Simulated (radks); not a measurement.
# Lu⁴⁺ in [Xe] 4f13: an all-electron calculation

One table from this session's results is given with a row withheld; the runs are named, their logs left out.

The numbers are computed with radks (a radial shooting solver on a logarithmic mesh, Libxc functionals) version 1 (scalar-relativistic Kohn-Sham, exchange-only LDA, spin-unpolarised, spherical densities, finite nucleus), except any that are marked as measured or tabulated.

## Starting point

```
element            : lutetium (Z = 71)
charge             : +4
electrons          : 67
configuration      : [Xe] 4f13
nuclear rms radius : 5.37 fm
```

The outer shells:

Lu⁴⁺
```
[Xe] core
4f [↑↓][↑↓][↑↓][↑↓][↑↓][↑↓][↑ ]
```

The first run:

Settings of this run:

```text
Z 71
configuration [Xe] 4f13
relativity scalar-relativistic
functional lda,
spin unpolarised
nucleus finite rms 5.37 fm
c 137.035999084
```

Started as:

```
> python run_ks.py task.json out
```

All runs below come from this command, one after another.

One of the session's tables, all rows but one given; the rest of the session is left out.

It belongs to the step «Radial structure». Radial moments (bohr):

```
level      <r>  outermost maximum (interpolated)  90 % within  nodes
   1s  0.01934                            0.0121       0.0351      0
   2s  0.08190                            0.0694        0.127      1
   2p  0.07294                            0.0566        0.119      0
   3s   0.2129                             0.196        0.312      2
   3p        ?                                 ?            ?      ?
   3d   0.1926                             0.157        0.299      0
   4s   0.4778                             0.446        0.687      3
   4p   0.5074                             0.467        0.738      2
   4d   0.5460                             0.480        0.820      1
   5s    1.144                              1.03         1.64      4
   5p    1.326                              1.17         1.93      3
   4f   0.6839                             0.465         1.16      0
```

**Question.** Estimate the row for 3p.

The run gave: <r>: 0.2125; outermost maximum (interpolated): 0.193; 90 % within: 0.318; nodes: 1. In the column «<r>» it lies between 3d (0.1926) and 3s (0.2129).

To keep in mind: Spin polarisation and multiplet splitting are left out.
